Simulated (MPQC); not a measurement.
# InHCl (SMILES [Cl][InH]): a first try and a second

Wanted: the energy of InHCl, UHF/STO-3G.

The results are computed with MPQC 2.3.1.

2 further runs of the same task are left out: 1 that didn't finish, 1 set aside as unsound or not needed.

### Step 1. The system as given

InHCl: 3 atoms, total charge 0, spin state doublet. SMILES: `[Cl][InH]`. The shape is that of a PBE0-D4/def2-TZVP optimisation.

Bond lengths: Cl1–In2 2.365 Å, In2–H3 1.773 Å. Angles: Cl1–In2–H3 115.3°.

### Step 2. The input as first written

The input, run.in:

```
% ClHIn
molecule<Molecule>: (
   symmetry = auto
   unit = bohr
   { atoms geometry } = {
      Cl [ -3.11767016     0.74984333    -1.63914844 ]
      In [ 0.77384285     1.02498745     0.54065064 ]
      H  [ 2.32322930    -1.89709606     1.07355341 ]
   }
)
basis<GaussianBasisSet>: (
   name = "STO-3G"
   molecule = $:molecule
   basisdir = "."
   puream = yes
)
mpqc: (
   checkpoint = no
   savestate = no
   restart = no
   do_energy = yes
   do_gradient = no
   optimize = no
   mole<CLHF>: (
      molecule = $:molecule
      basis = $:basis
      total_charge = 0
      memory = 1000000000
      print_evals = yes
      maxiter = 82
   )
)
```

The basis set STO-3G is read from a file made from the Basis Set Exchange's data (not shown).

Run with:

```console
$ mpqc -o run.out run.in
```

Output, shortened:

```text
MPQC: Massively Parallel Quantum Chemistry
[...]
  CLSCF::init: Warning, there's a leftover electron.
    total_charge = 0
[...]
  CLSCF::init: total charge = 1
[...]
  nbasis = 37
[...]
  iter     1 energy = -6132.9727328162 delta = 5.26257e-01
[...]
  LUMO is    25  A' =  -0.186534
  total scf energy = -6137.8769598065
Value of the MolecularEnergy: -6137.8769598065
[...]
      symmetry = cs
[...]
```

Wall time 0.87 s (1 thread of Intel Xeon Platinum 8488C (Sapphire Rapids), shared host); peak memory 0.08 GiB.

### Step 3. Diagnosis

It ran to the end. The result can't be trusted all the same.

The fault: the electron count doesn't fit the spin or reference typed: an even count needs an odd multiplicity, an odd count an even one. To mend it: reference UHF in place of restricted closed shell.

### Step 4. Second attempt

The input, job.in:

```
% emacs should use -*- KeyVal -*- mode
molecule<Molecule>: (
    symmetry = auto
    unit = bohr
    { atoms geometry } = {
        Cl [ -3.11767016   0.74984333  -1.63914844 ]
        In [ 0.77384285   1.02498745   0.54065064 ]
        H  [ 2.32322930  -1.89709606   1.07355341 ]
    }
)
basis<GaussianBasisSet>: (
    name = "STO-3G"
    molecule = $:molecule
    basisdir = "."
    puream = yes
)
mpqc: (
    checkpoint = no
    savestate = no
    restart = no
    do_energy = yes
    do_gradient = no
    optimize = no
    mole<UHF>: (
        molecule = $:molecule
        basis = $:basis
        total_charge = 0
        multiplicity = 2
        memory = 1000000000
        print_evals = yes
        maxiter = 100
    )
)
```

The basis set STO-3G is read from a file made from the Basis Set Exchange's data (not shown).

Run with:

```console
$ mpqc -o job.out job.in
```

Output, shortened:

```text
MPQC: Massively Parallel Quantum Chemistry
[...]
  USCF::init: total charge = 0
[...]
  iter     1 energy = -6135.0544878305 delta = 5.29290e-01
[...]
  <S^2>      = 0.758482
  total scf energy = -6138.0754505919
Value of the MolecularEnergy: -6138.0754505919
[...]
      symmetry = cs
[...]
      nbasis = 37
[...]
    nalpha = 34
    nbeta = 33
[...]
```

Run time: 1.1 s. Hardware: 1 thread of Intel Xeon Platinum 8488C (Sapphire Rapids), shared host; peak memory 0.08 GiB.

### Step 5. Outcome

At UHF/STO-3G:

```
    quantity           value
total energy  -6138.07545 Eh
        ⟨S²⟩           0.758
```

In words: Relativity is left out although the molecule holds a heavy atom.
